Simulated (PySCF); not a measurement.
**GdF2: other functionals and bases at one geometry**

Aim: see how levels, charges and forces of GdF2 depend on the level of theory. The species was built from a template and needn't be a known compound.

Computed with PySCF 2.14.0. Level: several levels, as the steps say, no spin–orbit coupling.

1 further run of the same task is left out (for a known fault of the program).

## 1. Where the work starts

3 atoms, charge 0, spin multiplicity 1.

Bond lengths: Gd1–F2 2.111 Å, Gd1–F3 2.111 Å. Angles: F2–Gd1–F3 122.4°.

Coordinates:

```xyz
3
F2Gd
Gd    0.00000    0.00000   -0.24370
F     1.85031    0.00000    0.77266
F    -1.85031    0.00000    0.77266
```

Formal oxidation states: Gd +2. Each metal's 8 4f electrons lie in its core potential, so multiplicities, spins and levels count the valence alone. For divalent La, Ce, Gd or Lu the extra electron is normally 5d or 6s, so this core forces an excited configuration. An earlier session relaxed this geometry at PBE0, Gd lcecp-0-SVP with ECP54, F def2-SVP (singlet, point group C2v).

At PBE0 on the finer grid: E = -229.358419 Eh, frontier levels not given, since the 4f levels lie in the core, Mulliken charge on Gd1 +1.06 e, largest force component 0.001 eV/Å. 

Levels to run: wB97X; BP86; PBE0, TZVP. Hardware: 2 threads of Arm Neoverse V1, shared host.

## 2. wB97X

The input, run.py (the lines that set the calculation):

```python
mol = gto.M(atom='''
Gd     0.00000     0.00000    -0.24370
F      1.85031     0.00000     0.77266
F     -1.85031     0.00000     0.77266''',
    basis={'Gd': 'lcecp-0-SVP', 'F': 'def2-SVP'},
    ecp={'Gd': 'lcecp-0-SVP'},
    charge=0, spin=0)
mf = dft.RKS(mol, xc='WB97X')
mf.grids.atom_grid = (75, 302)  # f atoms: unpruned, at least (60, 302)
mf = mf.density_fit()  # fitting sets: Gd AutoAux, F def2-universal-JKFIT
mf.conv_tol = 1e-08; mf.max_cycle = 55
mf.kernel(dm0)  # dm0: the density of the relaxed state
```

Started as:

```console
> OMP_NUM_THREADS=2 python run.py
```

The log of the run:

```text
init E= -229.519736747857
cycle= 1 E= -229.520511181002  delta_E= -0.000774  |g|= 0.0217  |ddm|= 0.0923
cycle= 2 E= -229.520526556151  delta_E= -1.54e-05  |g|= 0.023  |ddm|= 0.0277
cycle= 3 E= -229.520612089301  delta_E= -8.55e-05  |g|= 0.00227  |ddm|= 0.0148
cycle= 4 E= -229.520614442018  delta_E= -2.35e-06  |g|= 0.000248  |ddm|= 0.0045
cycle= 5 E= -229.520614501286  delta_E= -5.93e-08  |g|= 5.33e-05  |ddm|= 0.000761
cycle= 6 E= -229.520614502967  delta_E= -1.68e-09  |g|= 8.11e-06  |ddm|= 0.000121
Extra cycle  E= -229.520614503036  delta_E= -6.93e-11  |g|= 3.35e-06  |ddm|= 2e-05
converged SCF energy = -229.520614503036
```

It took 1.8 s on 2 threads of Arm Neoverse V1, shared host.

Result: E = -229.520615 Eh, frontier levels not given, since the 4f levels lie in the core, Mulliken charge on Gd1 +1.08 e, largest force component 0.091 eV/Å. 

## 3. BP86

run.py (the lines that set the calculation), as its differences from that of step 2:

```diff
@@ -7,3 +7,3 @@
     charge=0, spin=0)
-mf = dft.RKS(mol, xc='WB97X')
+mf = dft.RKS(mol, xc='B88,P86')
 mf.grids.atom_grid = (75, 302)  # f atoms: unpruned, at least (60, 302)
```

Started as:

```console
> OMP_NUM_THREADS=2 python run.py
```

The log of the run:

```text
init E= -229.607760604376
cycle= 1 E= -229.606666122174  delta_E= 0.00109  |g|= 0.139  |ddm|= 0.311
cycle= 2 E= -229.588964804674  delta_E= 0.0177  |g|= 0.345  |ddm|= 0.373
cycle= 3 E= -229.610625747585  delta_E= -0.0217  |g|= 0.0163  |ddm|= 0.234
cycle= 4 E= -229.610695447514  delta_E= -6.97e-05  |g|= 0.000591  |ddm|= 0.0199
cycle= 5 E= -229.610695539869  delta_E= -9.24e-08  |g|= 0.000219  |ddm|= 0.0009
cycle= 6 E= -229.610695549646  delta_E= -9.78e-09  |g|= 6.38e-05  |ddm|= 0.000199
Extra cycle  E= -229.610695545527  delta_E= 4.12e-09  |g|= 0.000164  |ddm|= 0.000178
converged SCF energy = -229.610695545527
```

Wall time 1.6 s (2 threads of Arm Neoverse V1, shared host).

Read off: E = -229.610696 Eh, frontier levels not given, since the 4f levels lie in the core, Mulliken charge on Gd1 +0.92 e, largest force component 0.225 eV/Å. 

## 4. PBE0, TZVP

Basis: Gd lcecp-0-TZVP with ECP54, F def2-TZVP. 

The input, run.py (the lines that set the calculation):

```python
mol = gto.M(atom='''
Gd     0.00000     0.00000    -0.24370
F      1.85031     0.00000     0.77266
F     -1.85031     0.00000     0.77266''',
    basis={'Gd': 'lcecp-0-TZVP', 'F': 'def2-TZVP'},
    ecp={'Gd': 'lcecp-0-TZVP'},
    charge=0, spin=0)
mf = dft.RKS(mol, xc='PBE0')
mf.grids.atom_grid = (75, 302)  # f atoms: unpruned, at least (60, 302)
mf = mf.density_fit()  # fitting sets: Gd AutoAux, F def2-universal-JKFIT
mf.conv_tol = 1e-08; mf.max_cycle = 55
mf.kernel(dm0)  # dm0: free metal ions and neutral atoms
```

Started as:

```console
> OMP_NUM_THREADS=2 python run.py
```

The log of the run:

```text
init E= -240.38019367797
cycle= 1 E= -219.067396713672  delta_E= 21.3  |g|= 6.62  |ddm|= 3.91
cycle= 2 E= -211.665081904169  delta_E=  7.4  |g|= 8.94  |ddm|= 7.67
cycle= 3 E= -228.538027210235  delta_E= -16.9  |g|= 2.57  |ddm|= 6.21
cycle= 4 E= -229.477441520571  delta_E= -0.939  |g|= 0.72  |ddm|= 1.92
cycle= 5 E= -229.615718904775  delta_E= -0.138  |g|= 0.115  |ddm|= 1.11
cycle= 6 E= -229.618476999591  delta_E= -0.00276  |g|= 0.025  |ddm|= 0.144
cycle= 7 E= -229.618585747536  delta_E= -0.000109  |g|= 0.0043  |ddm|= 0.0204
cycle= 8 E= -229.618588860798  delta_E= -3.11e-06  |g|= 0.000601  |ddm|= 0.00368
cycle= 9 E= -229.618588921904  delta_E= -6.11e-08  |g|= 5.37e-05  |ddm|= 0.000462
cycle= 10 E= -229.618588922655  delta_E= -7.51e-10  |g|= 1.66e-05  |ddm|= 6.98e-05
Extra cycle  E= -229.618588922699  delta_E= -4.38e-11  |g|= 1.22e-05  |ddm|= 2.85e-05
converged SCF energy = -229.618588922699
```

Run time: 4.9 s. Hardware: 2 threads of Arm Neoverse V1, shared host.

Read off: E = -229.618589 Eh, frontier levels not given, since the 4f levels lie in the core, Mulliken charge on Gd1 +1.27 e, largest force component 0.081 eV/Å. 

## 5. All levels side by side

| level | state | charge on Gd1 (e) | dipole (D) | largest force (eV/Å) | basis functions | time |
| --- | --- | --- | --- | --- | --- | --- |
| PBE0 (relaxed here) | singlet | 1.06 | 6.27 | 0.00 | 59 | 2.7 s |
| wB97X | singlet | 1.08 | 6.43 | 0.09 | 59 | 1.8 s |
| BP86 | singlet | 0.92 | 5.84 | 0.23 | 59 | 1.6 s |
| PBE0, TZVP | singlet | 1.27 | 6.58 | 0.08 | 109 | 4.9 s |

Times are on 2 threads of Arm Neoverse V1, shared host; the first row also made further properties.

The largest leftover force, 0.23 eV/Å with BP86, stands at a geometry relaxed at another level. The Mulliken charge on Gd spans +0.92 to +1.27 e over the levels. With 4f in the core, its levels are missing from HOMO and gap. Total energies of different levels can't be compared. Spin–orbit coupling is left out throughout.
